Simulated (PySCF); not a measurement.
# Co, Co⁺: ionisation energy in x2c-SVPall

Each state of cobalt is computed at each level; their differences give the ionisation energy. How far do the methods differ?

Program: PySCF 2.14.0. Level of theory: unrestricted determinants in a Gaussian basis, no spin-orbit coupling in the energies. These are calculated values, not measurements, unless marked.

## Step 1: The atom as given

| Property | Result |
| --- | --- |
| Element | cobalt (Z = 27) |
| Basis | x2c-SVPall |
| Hamiltonian | scalar relativity by spin-free X2C-1e |
| State 1 | Co: [Ar] 3d7 4s2, high-spin 4F determinant |
| State 2 | Co⁺: [Ar] 3d8, high-spin 3F determinant |
| Methods | UHF, TPSS, r2SCAN, MP2 |
| Core shells frozen in the correlated runs | valence: [Ar] (for Co) |

The outer shells:

Co [Ar] 3d7 4s2
```
[Ar] core
3d [↑↓][↑↓][↑ ][↑ ][↑ ]
4s [↑↓]
```

Co+ [Ar] 3d8
```
[Ar] core
3d [↑↓][↑↓][↑↓][↑ ][↑ ]
```

The runs were made by one driver on top of PySCF. The scripts below sum up each run's settings (the driver also hands on starting orbitals that pick excited configurations, and frozen orbitals as a list rather than a count), and the logs come from the driver's own runs. The driver starts from symmetry-adapted Hartree-Fock orbitals, holds the occupation by maximum overlap and uses a logarithmic radial grid for functionals, so a plain start would take other cycles.

The driver's launch:

```
$ OMP_NUM_THREADS=1 python atomrun2.py TASK.json OUT
```

The integrals over 36 functions and the set-up took 0.12 s of CPU time.

## Step 2: Co

Level: UHF.

input.py reads:

```python
from pyscf import gto, scf, dft, mp, cc
import basis_set_exchange as bse
mol = gto.M(atom="Co 0 0 0", charge=0, spin=3, symmetry="D2h",
            basis=gto.basis.parse(bse.get_basis("x2c-SVPall", elements=["Co"], fmt="nwchem", header=False)),
            nucmod="G")
mf = scf.UHF(mol).sfx2c1e()
mf.irrep_nelec = {'Ag': (6, 5), 'B1g': (1, 1), 'B2g': (1, 0), 'B3g': (1, 0), 'B1u': (2, 2), 'B2u': (2, 2), 'B3u': (2, 2)}
mf.kernel()
```

Level: TPSS.

input.py, as changed from the run before:

```diff
@@ -5,3 +5,3 @@
             nucmod="G")
-mf = scf.UHF(mol).sfx2c1e()
+mf = dft.UKS(mol, xc="TPSS").sfx2c1e()
 mf.irrep_nelec = {'Ag': (6, 5), 'B1g': (1, 1), 'B2g': (1, 0), 'B3g': (1, 0), 'B1u': (2, 2), 'B2u': (2, 2), 'B3u': (2, 2)}
```

Level: r2SCAN.

input.py, as changed from the run before:

```diff
@@ -5,3 +5,3 @@
             nucmod="G")
-mf = dft.UKS(mol, xc="TPSS").sfx2c1e()
+mf = dft.UKS(mol, xc="R2SCAN").sfx2c1e()
 mf.irrep_nelec = {'Ag': (6, 5), 'B1g': (1, 1), 'B2g': (1, 0), 'B3g': (1, 0), 'B1u': (2, 2), 'B2u': (2, 2), 'B3u': (2, 2)}
```

Level: MP2 (valence).

input.py, as changed from the run before:

```diff
@@ -5,4 +5,5 @@
             nucmod="G")
-mf = dft.UKS(mol, xc="R2SCAN").sfx2c1e()
+mf = scf.UHF(mol).sfx2c1e()
 mf.irrep_nelec = {'Ag': (6, 5), 'B1g': (1, 1), 'B2g': (1, 0), 'B3g': (1, 0), 'B1u': (2, 2), 'B2u': (2, 2), 'B3u': (2, 2)}
 mf.kernel()
+mp.UMP2(mf, frozen=9).kernel()
```

## Step 3: Co⁺: the ladder of methods

Level: UHF.

input.py reads:

```python
from pyscf import gto, scf, dft, mp, cc
import basis_set_exchange as bse
mol = gto.M(atom="Co 0 0 0", charge=1, spin=2, symmetry="D2h",
            basis=gto.basis.parse(bse.get_basis("x2c-SVPall", elements=["Co"], fmt="nwchem", header=False)),
            nucmod="G")
mf = scf.UHF(mol).sfx2c1e()
mf.irrep_nelec = {'Ag': (5, 3), 'B1g': (1, 1), 'B2g': (1, 1), 'B3g': (1, 1), 'B1u': (2, 2), 'B2u': (2, 2), 'B3u': (2, 2)}
mf.kernel()
```

Level: TPSS.

input.py, as changed from the run before:

```diff
@@ -5,3 +5,3 @@
             nucmod="G")
-mf = scf.UHF(mol).sfx2c1e()
+mf = dft.UKS(mol, xc="TPSS").sfx2c1e()
 mf.irrep_nelec = {'Ag': (5, 3), 'B1g': (1, 1), 'B2g': (1, 1), 'B3g': (1, 1), 'B1u': (2, 2), 'B2u': (2, 2), 'B3u': (2, 2)}
```

Level: r2SCAN.

input.py, as changed from the run before:

```diff
@@ -5,3 +5,3 @@
             nucmod="G")
-mf = dft.UKS(mol, xc="TPSS").sfx2c1e()
+mf = dft.UKS(mol, xc="R2SCAN").sfx2c1e()
 mf.irrep_nelec = {'Ag': (5, 3), 'B1g': (1, 1), 'B2g': (1, 1), 'B3g': (1, 1), 'B1u': (2, 2), 'B2u': (2, 2), 'B3u': (2, 2)}
```

Level: MP2 (valence).

input.py, as changed from the run before:

```diff
@@ -5,4 +5,5 @@
             nucmod="G")
-mf = dft.UKS(mol, xc="R2SCAN").sfx2c1e()
+mf = scf.UHF(mol).sfx2c1e()
 mf.irrep_nelec = {'Ag': (5, 3), 'B1g': (1, 1), 'B2g': (1, 1), 'B3g': (1, 1), 'B1u': (2, 2), 'B2u': (2, 2), 'B3u': (2, 2)}
 mf.kernel()
+mp.UMP2(mf, frozen=9).kernel()
```

What does the calculation give?

As calculated:

| quantity | value |
| --- | --- |
| ionisation energy, Co | UHF 8.245, MP2 (valence) 7.172 eV; reference 7.869 |

Accuracy against cost (mean over 1 difference):

| method | mean absolute miss against the measured value (with the measured fine structure taken into account where it is known) (eV) | CPU time, both states (s) |
| --- | --- | --- |
| UHF | 0.376 | 0.2 |
| TPSS | 0.321 | 2.3 |
| r2SCAN | 0.103 | 2.3 |
| MP2 (valence) | 0.697 | 0.22 |
| SCS-MP2 (valence) | 0.515 | 0.22 |

In words: Against experiment r2SCAN comes closest (off by 0.10 eV) and MP2 (valence) is farthest (0.70 eV). The basis is finite, and no extrapolation was made. The dearest level timed, TPSS, costs 12 times the cheapest, UHF, and differs from the measured value (with the measured fine structure taken into account where it is known) by 0.32 against 0.38 eV.
